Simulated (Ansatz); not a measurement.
**AlH₃OSe (SMILES [AlH2][O][SeH]): one structure at several levels**

Aim: energy, forces and dipole at a structure displaced at random from a GFN2-xTB minimum, from CCSD(T) and from density functionals.

The runs use Ansatz 0.2.0, Gaussian basis; single points in def2-TZVPP.

Cores are frozen in the correlated methods. Filled d shells of the heavier atoms are correlated.

## Step 1: Starting geometry

6 atoms, charge 0, spin multiplicity 1.

Atoms are counted from 1 here; the program's logs count them from 0.

Bond lengths: Al1–O2 1.643 Å, Al1–H4 1.554 Å, Al1–H5 1.481 Å, O2–Se3 1.661 Å, Se3–H6 1.475 Å. Angles: O2–Al1–H4 113.2°, O2–Al1–H5 125.1°, H4–Al1–H5 118.8°, Al1–O2–Se3 170.7°, O2–Se3–H6 99.0°.

Geometry (Å):

```
Al   -1.08690   -0.03650   -0.40990
O     0.33420   -0.30140    0.37010
Se    1.65220   -0.44990    1.36930
H    -1.79890   -1.34650   -0.84620
H    -1.47950    1.23750   -1.05480
H     2.46210    0.66770    0.84910
```

## Step 2: CCSD(T)/def2-TZVPP

Input file run/in.yaml:

```yaml
crystal:
  periodic: [false, false, false]
  atoms:
    - {symbol: Al, position_ang: [-1.086900, -0.036500, -0.409900]}
    - {symbol: O, position_ang: [0.334200, -0.301400, 0.370100]}
    - {symbol: Se, position_ang: [1.652200, -0.449900, 1.369300]}
    - {symbol: H, position_ang: [-1.798900, -1.346500, -0.846200]}
    - {symbol: H, position_ang: [-1.479500, 1.237500, -1.054800]}
    - {symbol: H, position_ang: [2.462100, 0.667700, 0.849100]}
basis:
  gaussian: {orbitals: def2-TZVPP}
correlation: {method: ccsd_t}
output: {forces: true}
```

The command line of these runs was not kept.

## Step 3: PBE0-D4/def2-TZVPP

run/in.yaml: that of step 2 with these lines changed.

```diff
@@ -11,3 +11,3 @@
   gaussian: {orbitals: def2-TZVPP}
-correlation: {method: ccsd_t}
-output: {forces: true}
+hamiltonian: {xc: pbe0, dispersion: d4}
+output: {forces: true, orbitals: {seedname: orbitals}}
```

## Step 4: wB97M-V/def2-TZVPP

run/in.yaml: that of step 3 with these lines changed.

```diff
@@ -11,3 +11,3 @@
   gaussian: {orbitals: def2-TZVPP}
-hamiltonian: {xc: pbe0, dispersion: d4}
-output: {forces: true, orbitals: {seedname: orbitals}}
+hamiltonian: {xc: {name: wB97M-V}}
+output: {forces: true}
```

## Step 5: r2SCAN-D4/def2-TZVPP

run/in.yaml: that of step 4 with these lines changed.

```diff
@@ -11,3 +11,3 @@
   gaussian: {orbitals: def2-TZVPP}
-hamiltonian: {xc: {name: wB97M-V}}
+hamiltonian: {xc: r2scan, dispersion: d4}
 output: {forces: true}
```

## Step 6: PBE-D4/def2-TZVPP

run/in.yaml: that of step 5 with these lines changed.

```diff
@@ -11,3 +11,3 @@
   gaussian: {orbitals: def2-TZVPP}
-hamiltonian: {xc: r2scan, dispersion: d4}
+hamiltonian: {xc: pbe, dispersion: d4}
 output: {forces: true}
```

## Step 7: SPW92/def2-TZVPP

run/in.yaml: that of step 6 with these lines changed.

```diff
@@ -11,3 +11,3 @@
   gaussian: {orbitals: def2-TZVPP}
-hamiltonian: {xc: pbe, dispersion: d4}
+hamiltonian: {xc: lda}
 output: {forces: true}
```

## Step 8: CAM-B3LYP-D4/def2-TZVPP

run/in.yaml: that of step 7 with these lines changed.

```diff
@@ -11,3 +11,3 @@
   gaussian: {orbitals: def2-TZVPP}
-hamiltonian: {xc: lda}
+hamiltonian: {xc: {name: CAM-B3LYP}, dispersion: d4}
 output: {forces: true}
```

(Steps that only read results are left out.)

Q: Predict the outcome of this session. Wanted: energy less free atoms, CCSD(T)/def2-TZVPP; RMS force component; RMS force error; HOMO and LUMO, PBE0-D4; T1 diagnostic.

**Answer**, as computed:

| quantity | value |
| --- | --- |
| energy less free atoms, CCSD(T)/def2-TZVPP | -1525.0 kJ/mol |
| RMS force component | 1.100 to 1.271 eV/Å over the methods |
| RMS force error | PBE0-D4 0.108, wB97M-V 0.046, r2SCAN-D4 0.070, PBE-D4 0.188, SPW92 0.203, CAM-B3LYP-D4 0.072 eV/Å |
| HOMO and LUMO, PBE0-D4 | -6.15 and -1.28 eV |
| T1 diagnostic | 0.011 |

**Reading.** Against CCSD(T) the functionals' energies less atoms differ by -300.0 to -10.0 kJ/mol, PBE-D4 by -45.7 kJ/mol. The reference is not at the basis limit: in triple zeta CCSD(T) underbinds, which counts against methods that bind more; the gaps are no ranking. For forces wB97M-V does best and SPW92 worst. Frozen-core CCSD(T) forces in triple zeta carry basis errors of their own, and this is one geometry, so small gaps rank nothing.
